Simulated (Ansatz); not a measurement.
# SiOF2 + H2S: a complex and its separated parts, part 2 of 2

Ansatz 0.2.0, Gaussian basis. The steps go on from the part before.

## Step 13: CAM-B3LYP-D4/def2-TZVPP

The inputs:

parta/in.yaml

```yaml
crystal:
  periodic: [false, false, false]
  atoms:
    - {symbol: Si, position_ang: [-0.732999, 0.489619, 0.713019]}
    - {symbol: O, position_ang: [-1.523896, 0.760421, -0.533582]}
    - {symbol: F, position_ang: [0.358754, 1.398084, 1.368889]}
    - {symbol: F, position_ang: [-0.817151, -0.763827, 1.645321]}
basis:
  gaussian: {orbitals: def2-TZVPP}
hamiltonian: {xc: {name: CAM-B3LYP}, dispersion: d4}
```

partb/in.yaml

```yaml
crystal:
  periodic: [false, false, false]
  atoms:
    - {symbol: S, position_ang: [1.179923, -0.707745, -0.515275]}
    - {symbol: H, position_ang: [0.308064, -1.432881, -1.231684]}
    - {symbol: H, position_ang: [1.227305, 0.256228, -1.446787]}
basis:
  gaussian: {orbitals: def2-TZVPP}
hamiltonian: {xc: {name: CAM-B3LYP}, dispersion: d4}
```

One command serves all of them, each in its own folder.

On the command line:

```console
ansatz run in.yaml --threads 4 --pin off --events-out ev --progress --plain --max-ram 9574MiB
```

Log of parta, cut to the lines that bear on the results:

```text
Functional definition: CAM-B3LYP
  name "CAM-B3LYP"
  cite "Yanai, Tew & Handy, Chem. Phys. Lett. 393, 51 (2004) doi:10.1016/j.cplett.2004.06.011"
  cite "Iikura, Tsuneda, Yanai & Hirao, J. Chem. Phys. 115, 3540 (2001) doi:10.1063/1.1383587"
  cite "Becke, Phys. Rev. A 38, 3098 (1988) doi:10.1103/PhysRevA.38.3098"
  cite "Lee, Yang & Parr, Phys. Rev. B 37, 785 (1988) doi:10.1103/PhysRevB.37.785"
[...]
  # Exact exchange under (alpha + beta erf(omega r))/r, Becke's under what is left of 1/r.
[...]
754 factors; their error is unknown
147 factors; integrals over basis functions are off by at most 2.6e-5 eV
[...]
mean field -15363.87404409 eV, -564.6119571124 hartree, gradient 9.9e-6 eV, S^2 0.000000; 0 other end points of the search recorded, 0 dependent functions left out
reference -15363.87413478 eV, -564.6119604452 hartree; 20, 20 occupied and 115, 115 virtual orbitals, 754 factors
Total energy: -15363.92831567 eV, -564.6139515562 hartree
```

Log of partb, cut to the lines that bear on the results:

```text
[... 6 set-up lines as earlier in the session ...]
[...]
  # Exact exchange under (alpha + beta erf(omega r))/r, Becke's under what is left of 1/r.
[...]
414 factors; their error is unknown
87 factors; integrals over basis functions are off by at most 9.9e-5 eV
[...]
mean field -10868.61809480 eV, -399.4143479700 hartree, gradient 1.9e-5 eV, S^2 0.000000; 0 other end points of the search recorded, 0 dependent functions left out
reference -10868.61817188 eV, -399.4143508027 hartree; 9, 9 occupied and 61, 61 virtual orbitals, 414 factors
Total energy: -10868.63012705 eV, -399.4147901471 hartree
```

Wall times: 2.2 s (parta), 0.86 s (partb) on 4 threads of AMD EPYC, shared host; peak memory 0.43 GiB.

## Step 14: wB97X-V/def2-TZVPP

The same edit goes into each in.yaml of step 13 (parta, partb):

```diff
-hamiltonian: {xc: {name: CAM-B3LYP}, dispersion: d4}
+hamiltonian: {xc: {name: wB97X-V}}
```

The same command starts each run, in its folder.

On the command line:

```console
ansatz run in.yaml --threads 4 --pin off --events-out ev --progress --plain --max-ram 9574MiB
```

Log of parta, cut to the lines that bear on the results:

```text
Functional definition: wB97X-V
  name "wB97X-V"
  cite "Mardirossian & Head-Gordon, Phys. Chem. Chem. Phys. 16, 9904 (2014) doi:10.1039/C3CP54374A"
[... 2 set-up lines as earlier in the session ...]
[...]
      + integral(e_c_pw_opposite_spin*poly(b97_u_opposite, cos0, cos1)) + vv10(b, c)
754 factors; their error is unknown
133 factors; integrals over basis functions are off by at most 1.2e-5 eV
[...]
mean field -15361.45815357 eV, -564.5231747732 hartree, gradient 2.4e-5 eV, S^2 0.000000; 0 other end points of the search recorded, 0 dependent functions left out
reference -15361.45815210 eV, -564.5231747193 hartree; 20, 20 occupied and 115, 115 virtual orbitals, 754 factors
Total energy: -15361.45815210 eV, -564.5231747193 hartree
```

Output in partb, cut to the lines that bear on the results:

```text
[... 5 set-up lines as earlier in the session ...]
[...]
      + integral(e_c_pw_opposite_spin*poly(b97_u_opposite, cos0, cos1)) + vv10(b, c)
409 factors; their error is unknown
87 factors; integrals over basis functions are off by at most 4.4e-5 eV
[...]
mean field -10866.66389743 eV, -399.3425325410 hartree, gradient 7.8e-5 eV, S^2 0.000000; 0 other end points of the search recorded, 0 dependent functions left out
reference -10866.66389626 eV, -399.3425324983 hartree; 9, 9 occupied and 61, 61 virtual orbitals, 409 factors
Total energy: -10866.66389626 eV, -399.3425324983 hartree
```

They took 4 s (parta), 1.6 s (partb) on 4 threads of AMD EPYC, shared host; peak memory 0.43 GiB.

## Step 15: wB97M-V/def2-TZVPP

The same edit goes into each in.yaml of step 14 (parta, partb):

```diff
-hamiltonian: {xc: {name: wB97X-V}}
+hamiltonian: {xc: {name: wB97M-V}}
```

The same command starts each run, in its folder.

On the command line:

```console
ansatz run in.yaml --threads 4 --pin off --events-out ev --progress --plain --max-ram 9574MiB
```

Output in parta, cut to the lines that bear on the results:

```text
Functional definition: wB97M-V
  name "wB97M-V"
  cite "Mardirossian & Head-Gordon, J. Chem. Phys. 144, 214110 (2016) doi:10.1063/1.4952647"
[... 2 set-up lines as earlier in the session ...]
  # Of w^i u^j: cxij and so on, Table III.
[...]
  gx(w, u) = 1 - cx + cx01*u + cx10*w
[...]
      + integral(e_c_pw_mod_opposite_spin*gos(b97_w_opposite, b97_u_opposite)) + vv10(b, c)
754 factors; their error is unknown
133 factors; integrals over basis functions are off by at most 1.2e-5 eV
[...]
mean field -15363.30864403 eV, -564.5911790435 hartree, gradient 2.2e-5 eV, S^2 0.000000; 0 other end points of the search recorded, 0 dependent functions left out
reference -15363.30868010 eV, -564.5911803690 hartree; 20, 20 occupied and 115, 115 virtual orbitals, 754 factors
Total energy: -15363.30868010 eV, -564.5911803690 hartree
```

Log of partb, cut to the lines that bear on the results:

```text
[... 5 set-up lines as earlier in the session ...]
  # Of w^i u^j: cxij and so on, Table III.
[...]
  gx(w, u) = 1 - cx + cx01*u + cx10*w
[...]
      + integral(e_c_pw_mod_opposite_spin*gos(b97_w_opposite, b97_u_opposite)) + vv10(b, c)
409 factors; their error is unknown
87 factors; integrals over basis functions are off by at most 4.4e-5 eV
[...]
mean field -10867.51056835 eV, -399.3736471237 hartree, gradient 7.8e-6 eV, S^2 0.000000; 0 other end points of the search recorded, 0 dependent functions left out
reference -10867.51059652 eV, -399.3736481590 hartree; 9, 9 occupied and 61, 61 virtual orbitals, 409 factors
Total energy: -10867.51059652 eV, -399.3736481590 hartree
```

Times: 4.9 s (parta), 1.6 s (partb) on 4 threads of AMD EPYC, shared host; peak memory 0.43 GiB.

## Step 16: B2PLYP/def2-TZVPP

Each input of step 15 (parta, partb) changes in the same lines:

```diff
-hamiltonian: {xc: {name: wB97M-V}}
+hamiltonian: {xc: {name: B2PLYP}}
```

Each run has its own folder and the same command.

On the command line:

```console
ansatz run in.yaml --threads 4 --pin off --events-out ev --progress --plain --max-ram 9574MiB
```

parta printed, cut to the lines that bear on the results:

```text
Functional definition: B2PLYP
  name "B2PLYP"
  cite "Grimme, J. Chem. Phys. 124, 034108 (2006) doi:10.1063/1.2148954"
[... 2 set-up lines as earlier in the session ...]
[...]
866 factors; integrals over basis functions are off by at most 1.2e-3 eV
[...]
mean field -15350.90638133 eV, -564.1354042959 hartree, gradient 7.2e-6 eV, S^2 0.000000; 0 other end points of the search recorded, 0 dependent functions left out
8 core orbitals not correlated: weight in the atoms' cores, before any rotation towards them, 1.000 or more for the frozen orbitals, at most 0.000 for the correlated occupied ones
reference -15350.90649805 eV, -564.1354085853 hartree; 12, 12 occupied and 115, 115 virtual orbitals, 866 factors
second order -27.53639506 eV of doubles, -0.00000000 eV of singles
Total energy: -15358.34132472 eV, -564.4086334258 hartree
```

Output in partb, cut to the lines that bear on the results:

```text
[... 5 set-up lines as earlier in the session ...]
[...]
386 factors; integrals over basis functions are off by at most 7.9e-4 eV
[...]
mean field -10863.10109399 eV, -399.2116019298 hartree, gradient 3.7e-6 eV, S^2 0.000000; 0 other end points of the search recorded, 0 dependent functions left out
5 core orbitals not correlated: weight in the atoms' cores, before any rotation towards them, 1.000 or more for the frozen orbitals, at most 0.000 for the correlated occupied ones
reference -10863.10119388 eV, -399.2116056008 hartree; 4, 4 occupied and 61, 61 virtual orbitals, 386 factors
second order -6.35676043 eV of doubles, -0.00000000 eV of singles
Total energy: -10864.81751920 eV, -399.2746793928 hartree
```

Wall times: 3.4 s (parta), 1 s (partb) on 4 threads of AMD EPYC, shared host; peak memory 0.43 GiB.

## Step 17: PBE-QIDH/def2-TZVPP

The same edit goes into each in.yaml of step 16 (parta, partb):

```diff
-hamiltonian: {xc: {name: B2PLYP}}
+hamiltonian: {xc: {name: PBE-QIDH}}
```

The same command starts each run, in its folder.

On the command line:

```console
ansatz run in.yaml --threads 4 --pin off --events-out ev --progress --plain --max-ram 9574MiB
```

Log of parta, cut to the lines that bear on the results:

```text
Functional definition: PBE-QIDH
  name "PBE-QIDH"
  cite "Brémond, Sancho-García, Pérez-Jiménez & Adamo, J. Chem. Phys. 141, 031101 (2014) doi:10.1063/1.4890314"
[... 1 set-up line as earlier in the session ...]
[...]
866 factors; integrals over basis functions are off by at most 1.2e-3 eV
[...]
mean field -15343.04197374 eV, -563.8463926474 hartree, gradient 4.1e-6 eV, S^2 0.000000; 0 other end points of the search recorded, 0 dependent functions left out
8 core orbitals not correlated: weight in the atoms' cores, before any rotation towards them, 1.000 or more for the frozen orbitals, at most 0.000 for the correlated occupied ones
reference -15343.04198253 eV, -563.8463929708 hartree; 12, 12 occupied and 115, 115 virtual orbitals, 866 factors
second order -25.57177935 eV of doubles, -0.00000000 eV of singles
Total energy: -15351.56590898 eV, -564.1596414901 hartree
```

Log of partb, cut to the lines that bear on the results:

```text
[... 4 set-up lines as earlier in the session ...]
[...]
386 factors; integrals over basis functions are off by at most 7.9e-4 eV
[...]
mean field -10860.20505955 eV, -399.1051746270 hartree, gradient 1.1e-6 eV, S^2 0.000000; 0 other end points of the search recorded, 0 dependent functions left out
5 core orbitals not correlated: weight in the atoms' cores, before any rotation towards them, 1.000 or more for the frozen orbitals, at most 0.000 for the correlated occupied ones
reference -10860.20506633 eV, -399.1051748763 hartree; 4, 4 occupied and 61, 61 virtual orbitals, 386 factors
second order -5.89907229 eV of doubles, -0.00000000 eV of singles
Total energy: -10862.17142376 eV, -399.1774371789 hartree
```

They took 3.3 s (parta), 1.1 s (partb) on 4 threads of AMD EPYC, shared host; peak memory 0.43 GiB.

## Step 18: RPA on PBE/def2-TZVPP

The same edit goes into each in.yaml of step 17 (parta, partb):

```diff
-hamiltonian: {xc: {name: PBE-QIDH}}
+hamiltonian: {xc: pbe}
+correlation: {method: rpa}
```

The same command starts each run, in its folder.

On the command line:

```console
ansatz run in.yaml --threads 4 --pin off --events-out ev --progress --plain --max-ram 9574MiB
```

Output in parta, cut to the lines that bear on the results:

```text
[... 4 set-up lines as earlier in the session ...]
[...]
866 factors; integrals over basis functions are off by at most 1.2e-3 eV
[...]
mean field -15354.21029979 eV, -564.2568210596 hartree, gradient 7.7e-6 eV, S^2 0.000000; 0 other end points of the search recorded, 0 dependent functions left out
8 core orbitals not correlated: weight in the atoms' cores, before any rotation towards them, 1.000 or more for the frozen orbitals, at most 0.000 for the correlated occupied ones
reference -15316.77884756 eV, -562.8812405621 hartree; 12, 12 occupied and 115, 115 virtual orbitals, 866 factors
Total energy: -15350.82820457 eV, -564.1325313528 hartree
```

partb printed, cut to the lines that bear on the results:

```text
[... 4 set-up lines as earlier in the session ...]
[...]
386 factors; integrals over basis functions are off by at most 7.9e-4 eV
[...]
mean field -10863.54266744 eV, -399.2278294548 hartree, gradient 1.8e-6 eV, S^2 0.000000; 0 other end points of the search recorded, 0 dependent functions left out
5 core orbitals not correlated: weight in the atoms' cores, before any rotation towards them, 1.000 or more for the frozen orbitals, at most 0.000 for the correlated occupied ones
reference -10849.04802396 eV, -398.6951611316 hartree; 4, 4 occupied and 61, 61 virtual orbitals, 386 factors
Total energy: -10858.41208036 eV, -399.0392838571 hartree
```

Times: 3.9 s (parta), 1.4 s (partb) on 4 threads of AMD EPYC, shared host; peak memory 0.43 GiB.

## Step 19: CCSD(T)/def2-TZVPP

Each input of step 18 (parta, partb) changes in the same lines:

```diff
-hamiltonian: {xc: pbe}
-correlation: {method: rpa}
+correlation: {method: ccsd_t}
```

The same command starts each run, in its folder.

On the command line:

```console
ansatz run in.yaml --threads 4 --pin off --events-out ev --progress --plain --max-ram 9574MiB
```

Log of parta, cut to the lines that bear on the results:

```text
Functional definition: HF
  name "HF"
  cite "Fock, Z. Phys. 61, 126 (1930) doi:10.1007/BF01340294"
[... 1 set-up line as earlier in the session ...]
[...]
866 factors; integrals over basis functions are off by at most 1.2e-3 eV
[...]
mean field -15318.35626590 eV, -562.9392096171 hartree, gradient 1.8e-6 eV, S^2 0.000000; 0 other end points of the search recorded, 0 dependent functions left out
8 core orbitals not correlated: weight in the atoms' cores, before any rotation towards them, 1.000 or more for the frozen orbitals, at most 0.000 for the correlated occupied ones
reference -15318.35626590 eV, -562.9392096171 hartree; 12, 12 occupied and 115, 115 virtual orbitals, 866 factors
second order -22.89435396 eV of doubles, -0.00000000 eV of singles
cycle   1  -22.14671551 eV  change    7.5e-1 eV  update   1.2e-1
[...]
cycle  10  -22.76971623 eV  change   -3.9e-6 eV  update   8.5e-6
perturbative correction -0.78348966 eV, -0.0287927140 hartree
Total energy: -15341.90947180 eV, -563.8047739688 hartree
```

Log of partb, cut to the lines that bear on the results:

```text
[... 4 set-up lines as earlier in the session ...]
[...]
386 factors; integrals over basis functions are off by at most 7.9e-4 eV
[...]
mean field -10849.38783931 eV, -398.7076491154 hartree, gradient 1.3e-6 eV, S^2 0.000000; 0 other end points of the search recorded, 0 dependent functions left out
5 core orbitals not correlated: weight in the atoms' cores, before any rotation towards them, 1.000 or more for the frozen orbitals, at most 0.000 for the correlated occupied ones
reference -10849.38783931 eV, -398.7076491154 hartree; 4, 4 occupied and 61, 61 virtual orbitals, 386 factors
second order -5.20087641 eV of doubles, -0.00000000 eV of singles
cycle   1  -5.68435278 eV  change   -4.8e-1 eV  update   4.9e-2
[...]
cycle   8  -5.86286249 eV  change    2.6e-6 eV  update   5.9e-6
perturbative correction -0.21792238 eV, -0.0080084997 hartree
Total energy: -10855.46862418 eV, -398.9311138376 hartree
```

They took 11 s (parta), 1.3 s (partb) on 4 threads of AMD EPYC, shared host; peak memory 0.58 GiB.

## Step 20: Vibrations of SiOF2

File vib-parta/in.yaml:

```yaml
crystal:
  periodic: [false, false, false]
  atoms:
    - {symbol: Si, position_ang: [-0.732999, 0.489619, 0.713019]}
    - {symbol: O, position_ang: [-1.523896, 0.760421, -0.533582]}
    - {symbol: F, position_ang: [0.358754, 1.398084, 1.368889]}
    - {symbol: F, position_ang: [-0.817151, -0.763827, 1.645321]}
basis:
  gaussian: {orbitals: def2-TZVP}
hamiltonian: {xc: pbe0, dispersion: d4}
phonons: {temperatures: {t_min: 298.15, t_max: 900, t_step: 200}}
```

On the command line:

```console
ansatz run in.yaml --threads 4 --pin off --events-out ev --progress --plain --max-ram 9574MiB
```

Standard output, cut to the lines that bear on the results:

```text
[... 5 set-up lines as earlier in the session ...]
[...]
731 factors; their error is unknown
[...]
mean field -15354.64622121 eV, -564.2728408763 hartree, gradient 1.1e-5 eV, S^2 0.000000; 0 other end points of the search recorded, 0 dependent functions left out
[...]
Atom 1 at    -1.523896     0.760421    -0.533582 Å, force     0.002401    -0.000862     0.003818 eV/Å
Atom 2 at     0.358754     1.398084     1.368889 Å, force     0.000554     0.001206    -0.000286 eV/Å
Atom 3 at    -0.817151    -0.763827     1.645321 Å, force    -0.000753    -0.001179     0.000006 eV/Å
Dipole moment:     0.259192    -0.088753     0.408543 e Å
Vibrations: 336.32 349.47 366.98 838.67 1005.92 1345.58 cm⁻¹, zero-point energy 0.263028 eV
```

Run time: 32 s. Hardware: 4 threads of AMD EPYC, shared host; peak memory 0.43 GiB.

The modes, with what each moves most:

```csv
mode,wavenumber (cm⁻¹),character
1,336,bend
2,349,bend
3,367,out-of-plane bend
4,839,Si–F stretch
5,1006,Si–F stretch
6,1346,Si–O stretch
```

Vibrational sums (real modes only):

```csv
T (K),entropy (J/mol/K),heat capacity (J/mol/K)
298,15.8,24.3
498,31.1,35.1
698,44.0,40.8
898,54.7,43.9
```

## Step 21: Vibrations of H2S

File vib-partb/in.yaml:

```yaml
crystal:
  periodic: [false, false, false]
  atoms:
    - {symbol: S, position_ang: [1.179923, -0.707745, -0.515275]}
    - {symbol: H, position_ang: [0.308064, -1.432881, -1.231684]}
    - {symbol: H, position_ang: [1.227305, 0.256228, -1.446787]}
basis:
  gaussian: {orbitals: def2-TZVP}
hamiltonian: {xc: pbe0, dispersion: d4}
phonons: {temperatures: {t_min: 298.15, t_max: 900, t_step: 200}}
```

On the command line:

```console
ansatz run in.yaml --threads 4 --pin off --events-out ev --progress --plain --max-ram 9574MiB
```

Standard output, cut to the lines that bear on the results:

```text
[... 5 set-up lines as earlier in the session ...]
[...]
359 factors; their error is unknown
[...]
mean field -10864.45046320 eV, -399.2611903335 hartree, gradient 4.8e-5 eV, S^2 0.000000; 0 other end points of the search recorded, 0 dependent functions left out
[...]
Total energy: -10864.46265912 eV, -399.2616385254 hartree
Atom 0 at     1.179923    -0.707745    -0.515275 Å, force     0.000551    -0.000160     0.001102 eV/Å
Atom 1 at     0.308064    -1.432881    -1.231684 Å, force    -0.000203     0.000213    -0.000568 eV/Å
Atom 2 at     1.227305     0.256228    -1.446787 Å, force    -0.000348    -0.000054    -0.000534 eV/Å
Dipole moment:    -0.107394     0.031110    -0.214653 e Å
Vibrations: 1209.01 2724.43 2739.77 cm⁻¹, zero-point energy 0.413686 eV
```

Run time: 2.8 s. Hardware: 4 threads of AMD EPYC, shared host; peak memory 0.43 GiB.

The modes, with what each moves most:

```csv
mode,wavenumber (cm⁻¹),character
1,1209,bend
2,2724,S–H stretch
3,2740,S–H stretch
```

Vibrational sums (real modes only):

```csv
T (K),entropy (J/mol/K),heat capacity (J/mol/K)
298,0.2,0.8
498,1.2,3.7
698,3.0,7.0
898,5.1,10.2
```

## Step 22: Complex less separated parts

The complex's own energies come from single points at the same levels.

Rows are in def2-TZVPP; times add the 3 runs of a level on a shared host, so small differences are noise.

Differences are taken before rounding.

```csv
method,rung,complex less parts (kJ/mol),from CCSD(T) (kJ/mol),time
SPW92,LDA,-116.3,-38.8,4.2 s
PBE-D4,GGA,-92.6,-15.1,5.7 s
BLYP-D4,GGA,-80.0,-2.5,6.1 s
r2SCAN-D4,meta-GGA,-94.3,-16.7,11 s
B97M-V,meta-GGA,-81.4,-3.8,19 s
PBE0-D4,hybrid,-96.4,-18.9,8.4 s
B3LYP-D4,hybrid,-85.2,-7.7,7.6 s
r2SCAN0-D4,hybrid,-97.0,-19.5,13 s
BHLYP-D4,hybrid,-90.8,-13.2,8.6 s
CAM-B3LYP-D4,range-separated hybrid,-87.3,-9.7,9.1 s
wB97X-V,range-separated hybrid,-89.4,-11.9,17 s
wB97M-V,range-separated hybrid,-86.9,-9.4,18 s
B2PLYP,double hybrid,-73.6,+3.9,14 s
PBE-QIDH,double hybrid,-89.7,-12.2,14 s
RPA on PBE,RPA,-67.8,+9.7,14 s
Hartree-Fock,wavefunction,-62.9,+14.7,
MP2,wavefunction,-78.6,-1.1,
CCSD,wavefunction,-75.0,+2.5,
CCSD(T),wavefunction,-77.5,0,2.3 min
```

Among the levels timed on like hardware and quicker than the yardstick, those that no quicker one beats, quickest first: SPW92 (4.2 s, -38.8 kJ/mol); PBE-D4 (5.7 s, -15.1 kJ/mol); BLYP-D4 (6.1 s, -2.5 kJ/mol).

BLYP-D4 reaches 2.5 kJ/mol from the reference in 6.1 s, where CCSD(T) took 2.3 min; the quickest level in the cost chart, SPW92, takes 4.2 s and misses by 38.8 kJ/mol.

The complex's zero-point energy, from a separate PBE0-D4 run, is 0.775 eV.

## Step 23: Summary of results

The summary covers parts 1 to 2.

| quantity | value |
| --- | --- |
| complex less parts, CCSD(T)/def2-TZVPP | -77.5 kJ/mol |
| with zero-point energy | -68.1 kJ/mol |
| largest T1 diagnostic | 0.016 |

At CCSD(T) the complex lies 77.5 kJ/mol below its parts. Among the functionals BLYP-D4 lands nearest to CCSD(T) (-2.5 kJ/mol) and SPW92 farthest (-38.8 kJ/mol). Mean unsigned error by rung: LDA 38.8, GGA 8.8, meta-GGA 10.3, hybrid 14.8, range-separated hybrid 10.4, double hybrid 8.0 kJ/mol. PBE-D4 gives a relative energy 15.1 kJ/mol too low, outside chemical accuracy (1 kcal/mol, 4.2 kJ/mol). No counterpoise was applied, and triple zeta lacks some correlation, so the CCSD(T) reference has a basis error of its own, and close matches with it are partly luck.
